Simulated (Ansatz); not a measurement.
# CH₅BrFGaOSi: vertical ionisation energy

Aim: the vertical ionisation energy of CH₅BrFGaOSi, as cation minus neutral at the neutral's geometry, on several levels, and how well −ε(HOMO) stands in for it.

Method: unrestricted cation, the program's frozen cores in correlated methods; program: Ansatz 0.2.0, Gaussian basis.

The runs, in order: UKS PBE-D4/def2-TZVPP; UKS r2SCAN-D4/def2-TZVPP; UKS PBE0-D4/def2-TZVPP; UKS B3LYP-D4/def2-TZVPP; UKS wB97X-V/def2-TZVPP; UKS wB97M-V/def2-TZVPP; UKS B2PLYP/def2-TZVPP; UHF-CCSD(T)/def2-TZVPP; UHF-MP2/def2-QZVPP; extrapolation to the limit; then −ε(HOMO) from the neutral's earlier runs with LDA (SPW92), PBE-D4, revPBE-D4, BLYP-D4, r2SCAN-D4, B97M-V, PBE0-D4, B3LYP-D4, r2SCANh-D4, r2SCAN0-D4, HSE06-D4, BHLYP-D4, CAM-B3LYP-D4, LC-ωPBE, ωB97X-V, ωB97M-V.

## Step 1: The geometry

An earlier PBE0-D4 in a triple-zeta def2 set relaxation fixed the geometry.

SMILES `FC([SiH3])[O][GaH][Br]`, 11 atoms, charge 0, spin multiplicity 1.

Atoms are counted from 1 here; the program's logs count them from 0.

Bond lengths: F1–C2 1.510 Å, C2–Si3 1.918 Å, C2–O4 1.343 Å, C2–H7 1.099 Å, Si3–H8 1.481 Å, Si3–H9 1.484 Å, Si3–H10 1.485 Å, O4–Ga5 1.852 Å, Ga5–Br6 2.284 Å, Ga5–H11 1.546 Å. Angles: F1–C2–Si3 106.2°, F1–C2–O4 104.0°, F1–C2–H7 101.6°, Si3–C2–O4 114.8°, Si3–C2–H7 115.0°, O4–C2–H7 113.4°, C2–Si3–H8 108.1°, C2–Si3–H9 106.7°, C2–Si3–H10 109.5°, H8–Si3–H9 111.2°, H8–Si3–H10 111.4°, H9–Si3–H10 109.9°, C2–O4–Ga5 103.6°, O4–Ga5–Br6 113.3°, O4–Ga5–H11 121.2°, Br6–Ga5–H11 123.1°.

## Step 2: Cation, UKS PBE-D4/def2-TZVPP

Input file in.yaml:

```yaml
crystal:
  periodic: [false, false, false]
  atoms:
    - {symbol: F, position_ang: [-1.247043, -0.418514, 0.520402]}
    - {symbol: C, position_ang: [0.044092, -0.826394, -0.147645]}
    - {symbol: Si, position_ang: [1.452884, -0.286158, 1.036582]}
    - {symbol: O, position_ang: [0.019179, -0.181089, -1.325392]}
    - {symbol: Ga, position_ang: [-1.543781, 0.808853, -1.246195]}
    - {symbol: Br, position_ang: [-1.216280, 2.958587, -0.546342]}
    - {symbol: H, position_ang: [-0.090665, -1.912668, -0.243090]}
    - {symbol: H, position_ang: [1.375177, 1.183150, 1.202112]}
    - {symbol: H, position_ang: [2.728418, -0.686418, 0.392574]}
    - {symbol: H, position_ang: [1.301493, -0.985564, 2.337755]}
    - {symbol: H, position_ang: [-2.823475, 0.346203, -1.980762]}
basis:
  gaussian: {orbitals: def2-TZVPP}
total_charge: 1
magnetization: {spin_polarized: true, initial_magnetization: 1}
hamiltonian: {xc: pbe, dispersion: d4}
```

The run is started by

```bash
> ansatz run in.yaml --threads 2 --pin off --events-out ev --progress --plain --max-ram 22528MiB --backend cuda --devices 0, --max-vram 18GiB
```

The runs that follow: Cation, UKS r2SCAN-D4/def2-TZVPP; Cation, UKS PBE0-D4/def2-TZVPP; Cation, UKS B3LYP-D4/def2-TZVPP; Cation, UKS wB97X-V/def2-TZVPP; Cation, UKS wB97M-V/def2-TZVPP; Cation, UKS B2PLYP (frozen core)/def2-TZVPP; Cation, UHF-CCSD(T)/def2-TZVPP; Cation, UHF-MP2/def2-QZVPP.

Q: Predict the results of all the runs planned. Wanted: ionisation energy, CCSD(T)/CBS; nearest functional by difference; nearest −ε(HOMO); −ε(HOMO) of PBE; T1 of the cation.

The runs gave:

| quantity | value |
| --- | --- |
| ionisation energy, CCSD(T)/CBS | 10.04 eV |
| nearest functional by difference | ωB97X-V (-0.21 eV) |
| nearest −ε(HOMO) | ωB97M-V (-0.04 eV) |
| −ε(HOMO) of PBE | 6.24 eV |
| T1 of the cation | 0.027 |

**Reading.** Energy differences with functionals land within 0.85 eV of the reference. −ε(HOMO) of PBE misses by 3.8 eV, since self-interaction lifts the level. Among orbital estimates ωB97M-V comes nearest. Hartree-Fock falls 1.00 eV short, as the neutral has more correlation energy than the cation. The cation may have settled in a state other than its lowest; no search over hole states beyond the program's own was made. Correlated methods include outer-core shells of Br, Ga, which these sets cover unevenly. With outer-core shells in play the reference is unsure by up to some tenths of an eV, so close misses can't be ranked.
